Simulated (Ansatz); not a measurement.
## GaAg3, space group Pm-3m: cell relaxations under several functionals, step by step

Program: Ansatz's Python interface.

The cells in order, each with its output:

```python
from dataclasses import dataclass
import warnings

import ansatz as az
import numpy as np
```

```python
@dataclass(frozen=True)
class Settings:
    kmesh: tuple[int, ...] = (6, 6, 6)
```

```python
settings = Settings()
```

```python
def edges_and_angles(cell):
    cell = np.asarray(cell)
    a, b, c = np.linalg.norm(cell, axis=1)
    cosines = cell[1] @ cell[2] / (b * c), cell[0] @ cell[2] / (a * c), cell[0] @ cell[1] / (a * b)
    return (a, b, c, *np.degrees(np.arccos(cosines)))
```

```python
warnings.simplefilter("ignore", az.DeckWarning)
```

```python
system = (
    az.Lattice.of((4.081295, 0.0, 0.0), (0.0, 4.081295, 0.0), (0.0, 0.0, 4.081295))
    .atom("Ga", (0.0, 0.0, 0.0))
    .atom("Ag", (0.5, 0.0, 0.5))
    .atom("Ag", (0.0, 0.5, 0.5))
    .atom("Ag", (0.5, 0.5, 0.0))
)
```

```python
calc = (
    system.calculation()
    .kpoints(*settings.kmesh)
    .occupations(az.OccupationsMethod.COLD)
    .relax(cell=True, max_steps=40)
)
```

```python
levels = [("lda", "none"), ("pbesol", "d3bj"), ("blyp", "d3bj")]
print("level            a       b       c    alpha   beta  gamma  V/atom  steps")
for name, dispersion in levels:
    seen = []
    run = calc.functional(name, dispersion=dispersion).session().plan()
    result = run.execute(on_event=lambda e: seen.append(e) if e["event"] == "relax_step" else None)
    cell = result.lattice.cell_ang
    label = name if dispersion == "none" else f"{name}+{dispersion}"
    print("{:13s} {:7.4f} {:7.4f} {:7.4f} {:6.2f} {:6.2f} {:6.2f}".format(label, *edges_and_angles(cell)), f"{abs(np.linalg.det(cell)) / len(result.lattice.sites):7.3f} {len(seen):5d}")
```

    level            a       b       c    alpha   beta  gamma  V/atom  steps
    lda            3.9789  3.9789  3.9789  90.00  90.00  90.00  15.748     6
    pbesol+d3bj    3.9709  3.9709  3.9709  90.00  90.00  90.00  15.654     6
    blyp+d3bj      4.0568  4.0568  4.0568  90.00  90.00  90.00  16.691     5

From smallest to largest: PBEsol+D3BJ (15.65 Å³ an atom, -7.9 % against the start), LDA (15.75 Å³ an atom, -7.3 % against the start) and BLYP+D3BJ (16.69 Å³ an atom, -1.8 % against the start). The spread is 6.6 % in volume.

What to keep in mind:
- Forces vanish by symmetry, so the ions can't move, and the end may be a saddle.
- BLYP and dispersion corrections can be off by several per cent in the lattices of metals, and by several GPa in the pressure at a fixed cell.
- For a metal this k-point mesh is coarse: on a finer one energies can move by several to tens of meV an atom and pressures by half a GPa or more, differences at one mesh by less.
- This cell is a computed structure, which may not be the phase found in nature.
- Wall time of the script: 85 s on 1 thread of Arm Neoverse N1, on a shared host, peak memory 0.46 GiB.
